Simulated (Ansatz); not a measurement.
**Cu(NH3)Br (BrCuH₃N): geometry, orbitals and charge**

What does Cu(NH3)Br (BrCuH₃N) look like as a singlet, and where do its frontier electrons sit?

Method: RKS PBE0-D4/def2-TZVP; program: Ansatz 0.2.0, Gaussian basis.

The runs, in order: relaxation at PBE0-D4/def2-TZVP; a search for the lowest solution at PBE0-D4/def2-SVP; a single point at PBE0-D4/def2-TZVP.

## 1. Where the work starts

6 atoms, charge 0, spin multiplicity 1.

Atoms are counted from 1 here; the program's logs count them from 0.

Bond lengths: Cu1–N2 1.962 Å, Cu1–Br6 2.205 Å, N2–H3 1.017 Å, N2–H4 1.017 Å, N2–H5 1.017 Å. Angles: N2–Cu1–Br6 179.3°, Cu1–N2–H3 110.1°, Cu1–N2–H4 109.6°, Cu1–N2–H5 109.9°, H3–N2–H4 109.0°, H3–N2–H5 109.1°, H4–N2–H5 109.1°.

Geometry (Å):

```
Cu   -0.01389    0.00750   -1.11299
N     0.00126   -0.00250    0.84858
H    -0.41388    0.85435    1.20520
H     0.95937   -0.07072    1.18209
H    -0.52906   -0.79775    1.19552
Br   -0.00381    0.00912   -3.31839
```

Formally the metal is d10. No spin-orbit coupling is included.

The start is a GFN2-xTB geometry.

## 2. Relaxation at PBE0-D4/def2-TZVP

in.yaml

```yaml
crystal:
  periodic: [false, false, false]
  atoms:
    - {symbol: Cu, position_ang: [-0.013890, 0.007500, -1.112990]}
    - {symbol: N, position_ang: [0.001260, -0.002500, 0.848580]}
    - {symbol: H, position_ang: [-0.413880, 0.854350, 1.205200]}
    - {symbol: H, position_ang: [0.959370, -0.070720, 1.182090]}
    - {symbol: H, position_ang: [-0.529060, -0.797750, 1.195520]}
    - {symbol: Br, position_ang: [-0.003810, 0.009120, -3.318390]}
basis:
  gaussian: {orbitals: def2-TZVP}
hamiltonian: {xc: pbe0, dispersion: d4}
scf: {lower_state_search: "off"}
output: {orbitals: {seedname: orbitals}}
relax: {f_tol: 0.02, max_steps: 100}
```

The run is started by

```bash
$ ansatz run in.yaml --threads 4 --pin off --events-out ev --progress --plain --max-ram 3916MiB
```

Further steps of the session: Searching for the lowest solution, PBE0-D4/def2-SVP; Single point, PBE0-D4/def2-TZVP.

**Question.** What will the summary of the whole plan be? Wanted: point group; near neighbours of the metal; HOMO, LUMO at PBE0-D4/def2-TZVP; charge on the metal; dipole at PBE0-D4/def2-TZVP.

As calculated:

| quantity | value |
| --- | --- |
| point group | C3v |
| near neighbours of the metal | N 1.95, Br 2.21 Å |
| HOMO, LUMO at PBE0-D4/def2-TZVP | -6.36, -0.87 eV |
| charge on the metal (Mulliken, PBE0-D4/def2-TZVP) | +0.25 e |
| dipole at PBE0-D4/def2-TZVP | 9.14 D |

**Reading.** The molecule keeps its bonding pattern by the stored test; the atoms moved 0.01 Å (rms). The metal has 2 near neighbours by the distance rule, from 1.95 to 2.21 Å. The Mulliken charge of the metal, +0.25 e, depends on the basis and isn't its oxidation state. No usable vibrations, so a minimum isn't proven. The HOMO lies nearest to Br6 78 %; Cu1 22 % and the LUMO to H3, H4, H5 about 23 % each; Cu1 17 %. Whether this spin is the lowest isn't tested here.
